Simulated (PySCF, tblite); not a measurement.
# C7H15NSi: geometry, infrared bands and NMR shifts

What infrared bands and NMR shifts should C7H15NSi (`C1CC(N2CCC[SiH2]2)C1`) show?

The runs use tblite 0.8.0 and PySCF 2.14.0, with density-fitted response routines of our own; the level of theory stands in each step. All values are computed, except where a source is named. Atoms count from 0, in the outputs and in this text.

**1. The molecule as given**

24 atoms, charge 0, multiplicity 1; geometry from: force field or distance geometry start.

Bonds of the start (Å): C0–C1 1.53, C1–C2 1.52, C2–N3 1.43, N3–C4 1.44, C4–C5 1.48, C5–C6 1.52, C6–Si7 1.88, C2–C8 1.52, C8–C0 1.50, Si7–N3 1.78, C0–H9 1.13, C0–H10 1.11, C1–H11 1.10, C1–H12 1.09, C2–H13 1.10, C4–H14 1.10, C4–H15 1.12, C5–H16 1.12, C5–H17 1.12, C6–H18 1.10, C6–H19 1.11, Si7–H20 1.45, Si7–H21 1.46, C8–H22 1.10, C8–H23 1.11.

**2. Geometry optimisation with GFN2-xTB**

The job: settings as JSON, then the geometry in Å.

```
{"job": {"kind": "relax", "xc": "GFN2-xTB", "basis": "xTB"}, "charge": 0, "multiplicity": 1}
C     -3.059000     0.048900    -0.320400
C     -1.914300     0.975600    -0.736600
C     -0.973900     0.161500     0.131000
N      0.230100    -0.313500    -0.476300
C      1.065800    -1.084400     0.413900
C      2.320300    -0.361500     0.724700
C      2.888400     0.210300    -0.566700
Si     1.268600     0.963400    -1.151200
C     -2.020200    -0.939400     0.106100
H     -3.706300     0.452800     0.509400
H     -3.644200    -0.323700    -1.188900
H     -2.173800     1.990300    -0.388200
H     -1.624600     0.853600    -1.778300
H     -0.878300     0.635700     1.123800
H      0.481100    -1.362300     1.308800
H      1.358400    -1.996800    -0.160700
H      2.088700     0.521600     1.372500
H      3.064100    -1.039400     1.226900
H      3.214400    -0.577600    -1.266700
H      3.667200     0.975700    -0.368700
H      1.226900     1.069900    -2.594200
H      1.069300     2.228000    -0.441000
H     -1.787000    -1.623500    -0.721600
H     -2.173500    -1.445200     1.083500
```

Started as:

```bash
$ OMP_NUM_THREADS=1 python probes_run.py task.json out
```

The driver reads the jobs from task.json and runs them one after another.

**Question.** This job is followed by: GFN2-xTB harmonic vibrations, gas phase; GIAO PBE0/pcSseg-1 NMR shielding, non-relativistic, gas phase. What will the session give for the following? strongest single infrared mode (GFN2-xTB); zero-point energy (GFN2-xTB); 13C shifts against TMS (PBE0/pcSseg-1, means over atoms taken as alike); 1H shifts against TMS (PBE0/pcSseg-1, means over atoms taken as alike); 15N shifts against NH3 (PBE0/pcSseg-1); 29Si shifts against TMS (PBE0/pcSseg-1); surface potential, 1st and 99th percentile.

The runs gave:

| quantity | value |
| --- | --- |
| strongest single infrared mode (GFN2-xTB) | 2181 cm⁻¹, 465 km/mol |
| zero-point energy (GFN2-xTB) | 129.2 kcal/mol |
| 13C shifts against TMS (PBE0/pcSseg-1, means over atoms taken as alike) | 56.6, 54.3, 32.1, 28.9, 14.7, 10.7 ppm |
| 1H shifts against TMS (PBE0/pcSseg-1, means over atoms taken as alike) | 4.99, 3.54, 2.80, 2.51, 1.97, 1.92, 1.87, 1.80, 0.96 ppm |
| 15N shifts against NH3 (PBE0/pcSseg-1) | 60.3 ppm |
| 29Si shifts against TMS (PBE0/pcSseg-1) | -37.7 ppm |
| surface potential, 1st and 99th percentile | -0.84 V and 0.57 V |

**Reading.** Over 145 steps the energy fell by 0.904 eV; of the close pairs, N3–Si7 changed most, 1.779 to 1.718 Å. All 66 modes are real, so the xTB geometry is a minimum. The strongest single mode, at 2181 cm⁻¹, moves mainly H20. Unscaled tight-binding wavenumbers are off by several per cent, some by more. Its intensities can rank the bands wrongly. The most deshielded carbon is C4 (sp3 CH2 bonded to N), at 56.6 ppm: pulled downfield by the heteroatom. At PBE0/pcSseg-1: The largest span, 120 ppm, is at N3, where the paramagnetic term is -121 ppm.
